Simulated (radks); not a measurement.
# Exchange and kinetic functionals tested on atomic densities: O⁺, N, P¹³⁺, Cu¹⁴⁺, P⁴⁺, As⁴⁺

Aim: take each self-consistent density and evaluate many functionals on it, against the exact exchange and kinetic energies of the same orbitals. Every spin shell is full or empty, so the densities are truly spherical.

Program: radks (a radial shooting solver on a logarithmic mesh, Libxc functionals) version 1. Level of theory: non-relativistic Kohn-Sham, LDA (Slater exchange, Perdew-Wang correlation), spin-polarised, spherical densities, point nucleus; open shells are filled with parallel spins first. These are calculated values, not measurements, unless marked.

### 1 Starting point

```
species : O⁺ ([He] 2s2 2p3), N ([He] 2s2 2p3), P¹³⁺ ([He]), Cu¹⁴⁺ ([Ne] 3s2 3p3), P⁴⁺ ([Ne] 3s1), As⁴⁺ ([Ar] 3d10 4s1)
```

### 2 O⁺, [He] 2s2 2p3

Settings of this run:

```text
Z 8
configuration [He] 2s2 2p3
relativity non-relativistic
functional lda,pw
spin polarised
nucleus point
```

### 3 N, [He] 2s2 2p3

Input: that of step 2 with these lines changed.

```diff
@@ -1,2 +1,2 @@
-Z 8
+Z 7
 configuration [He] 2s2 2p3
```

### 4 P¹³⁺, [He]

Settings of this run:

```text
Z 15
configuration [He]
relativity non-relativistic
functional lda,pw
spin polarised
nucleus point
```

### 5 Cu¹⁴⁺, [Ne] 3s2 3p3

Settings of this run:

```text
Z 29
configuration [Ne] 3s2 3p3
relativity non-relativistic
functional lda,pw
spin polarised
nucleus point
```

### 6 P⁴⁺, [Ne] 3s1

Settings of this run:

```text
Z 15
configuration [Ne] 3s1
relativity non-relativistic
functional lda,pw
spin polarised
nucleus point
```

### 7 As⁴⁺, [Ar] 3d10 4s1

Settings of this run:

```text
Z 33
configuration [Ar] 3d10 4s1
relativity non-relativistic
functional lda,pw
spin polarised
nucleus point
```

Q: Predict the outcome of this session. Wanted: for each run, error in magnitude; O⁺; N; P¹³⁺; Cu¹⁴⁺; P⁴⁺; As⁴⁺.

As calculated:

| error in magnitude (%) | O⁺ | N | P¹³⁺ | Cu¹⁴⁺ | P⁴⁺ | As⁴⁺ |
| --- | --- | --- | --- | --- | --- | --- |
| exchange, LDA | -10.35 | -10.49 | -14.18 | -7.28 | -8.36 | -5.69 |
| exchange, RPBE | +0.28 | +0.49 | -0.30 | -0.03 | +0.04 | -0.03 |
| exchange, PW91 | -0.38 | -0.23 | -1.68 | -0.09 | -0.18 | +0.11 |
| exchange, PW86 | +0.62 | +0.83 | -0.23 | +0.35 | +0.51 | +0.17 |
| exchange, G96 | -0.04 | +0.07 | -0.32 | +0.22 | +0.10 | +0.42 |
| exchange, APBE | +0.59 | +0.79 | -0.44 | +0.53 | +0.58 | +0.54 |
| exchange, TPSS | +0.37 | +0.53 | +0.05 | +0.13 | +0.25 | +0.03 |
| exchange, SCAN | +0.09 | +0.17 | +0.06 | +0.25 | +0.29 | +0.30 |
| exchange, MS2 | +0.36 | +0.51 | +0.07 | -0.06 | +0.13 | -0.34 |
| kinetic, Thomas-Fermi | -8.94 | -9.19 | -8.49 | -6.78 | -7.41 | -6.11 |
| kinetic, TF + vW | +69.49 | +71.53 | +91.51 | +47.22 | +55.35 | +41.71 |
| kinetic, TF + vW/9 | -0.23 | -0.22 | +2.62 | -0.78 | -0.44 | -0.80 |
| kinetic, TF + vW/5 | +6.74 | +6.95 | +11.51 | +4.02 | +5.14 | +3.45 |
| kinetic, Perdew 92 | -0.21 | -0.21 | +2.64 | -0.77 | -0.42 | -0.79 |
| kinetic, Thakkar | +0.15 | +0.16 | +2.33 | -0.41 | +0.04 | -0.52 |
| kinetic, Pearson | -2.99 | -3.19 | -2.44 | -1.47 | -1.62 | -1.19 |
| kinetic, LKT | +43.17 | +44.69 | +62.42 | +26.31 | +32.06 | +22.56 |
| kinetic, DePristo-Kress | -0.63 | -0.76 | +2.79 | -0.13 | +0.15 | -0.14 |

What this shows: Negative means that the magnitude is too small. For exchange the mean absolute error is least for SCAN (0.19 %) and largest for LDA (9.39 %). Among the orbital-free kinetic functionals Thakkar (0.60 %) does best and TF + vW (62.80 %) worst. The functionals are evaluated on one density each, not self-consistently.
